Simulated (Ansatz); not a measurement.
The same calculation of YIn, space group P4/mmm as a Python script and as an input file (the Ansatz DFT code, driven from Python).

The script, `dfpt_yin.py`:
```python
"""Zone-centre and zone-boundary phonons of YIn by linear response."""

from pathlib import Path
import warnings

import ansatz as az
import numpy as np


def main() -> None:
    warnings.simplefilter("ignore", az.DeckWarning)

    vectors = np.array([
        [3.542435, 0.0, 0.0],
        [0.0, 3.542435, 0.0],
        [0.0, 0.0, 4.194961],
    ])
    cell = (
        az.Lattice.of(vectors)
        .atom("Y", (0.0, 0.0, 0.0))
        .atom("In", (0.5, 0.5, 0.5))
    )

    model = cell.calculation()
    model = model.functional(az.Functional.LDA)
    model = model.occupations("fermi_dirac", width=0.05)
    model = model.scf(tolerance=1e-10)
    model = model.kpoints(10, 10, 8)
    model = model.phonons("dfpt", points=[(0, 0, 0), (0.5, 0.5, 0.5), (0.5, 0, 0.5)])
    res = model.run(runs_dir="runs")
    ph = res.phonons

    for q in ph.qpoints:
        print("q =", np.round(q.q_frac, 3), "1/cm:", " ".join(f"{w:.1f}" for w in q.omega_inv_cm))


if __name__ == "__main__":
    main()
```

```console
$ python dfpt_yin.py
q = [0. 0. 0.] 1/cm: -0.0 -0.0 0.0 114.8 114.8 120.4
q = [0.5 0.5 0.5] 1/cm: 95.3 95.3 118.7 123.5 136.4 136.4
q = [0.5 0.  0.5] 1/cm: -17.4 71.9 81.5 81.9 162.1 164.4
```

`input.yaml`:
```yaml
crystal:
  lattice:
    - [3.542435, 0.0, 0.0]
    - [0.0, 3.542435, 0.0]
    - [0.0, 0.0, 4.194961]
  atoms:
    - { symbol: "Y", position: [0.0, 0.0, 0.0] }
    - { symbol: In, position: [0.5, 0.5, 0.5] }
kpoints:
  mp_grid:
    grid: [10, 10, 8]
hamiltonian:
  xc: lda
scf:
  convergence:
    dr2_threshold: 1.0e-10
  occupations:
    method: fermi_dirac
    width: 0.05
phonons:
  method: dfpt
  qpoints:
    - [0.0, 0.0, 0.0]
    - [0.5, 0.5, 0.5]
    - [0.5, 0.0, 0.5]
```

Notes:
- The cell isn't relaxed first, so the values belong to this volume.
- A negative frequency stands for an imaginary mode.
- This cell is a computed structure, which may not be the phase found in nature.
- The structure is taken as given; imaginary modes can come from an unrelaxed or unstable start. Phonons of metals also depend on mesh and smearing.
- Timing: 3.8 min on 1 thread of Arm Neoverse V1, with other jobs on the host, peak memory 0.75 GiB.
